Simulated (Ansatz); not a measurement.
# SrCl2: the cost of one run

Computed with Ansatz 0.2.0 (DFT PBE, scalar-relativistic, plane waves, PAW, unless a step's input says otherwise).

### Step 1. Starting point

It takes space group Fm-3m (No. 225, cubic). Conventional cell: a = 6.971 Å, b = 6.971 Å, c = 6.971 Å, α = 90.00°, β = 90.00°, γ = 90.00°. Around Sr (site symmetry m-3m) lie 8 Cl at 3.02 Å. Cl (site symmetry -43m) is surrounded by 4 Sr at 3.02 Å.

Coordinates:

```xyz
3
Lattice="0.0000 3.4855 3.4855 3.4855 0.0000 3.4855 3.4855 3.4855 0.0000" Properties=species:S:1:pos:R:3 pbc="T T T"
Sr    0.0000    0.0000    0.0000
Cl    1.7428    1.7428    1.7428
Cl    5.2283    5.2283    5.2283
```

The cell is taken as given, not relaxed at this level.

### Step 2. The reference: the undisturbed cell on the scan's mesh

The input, input.yaml:

```yaml
crystal:
  lattice:
    - [0.0, 3.4855, 3.4855]
    - [3.4855, 0.0, 3.4855]
    - [3.4855, 3.4855, 0.0]
  atoms:
    - { symbol: Sr, position: [0.0, 0.0, 0.0] }
    - { symbol: Cl, position: [0.25, 0.25, 0.25] }
    - { symbol: Cl, position: [0.75, 0.75, 0.75] }
basis:
  ecutwfc: 420
kpoints:
  mp_grid: { grid: [6, 6, 6] }
hamiltonian:
  xc: pbe
scf:
  occupations: { method: gaussian, width: 0.05 }
output:
  forces: true
  stress: true
  eigenvalues: true
```

The run is started by

```
ansatz run input.yaml --threads 1 --pin off --max-ram 1228MiB --backend cpu --events-out ev --progress --plain --runs-dir out
```

What time and memory should one allow on 1 thread of an x86-64 CPU, shared host?

About 1.5 s, with a peak of 0.38 GiB.
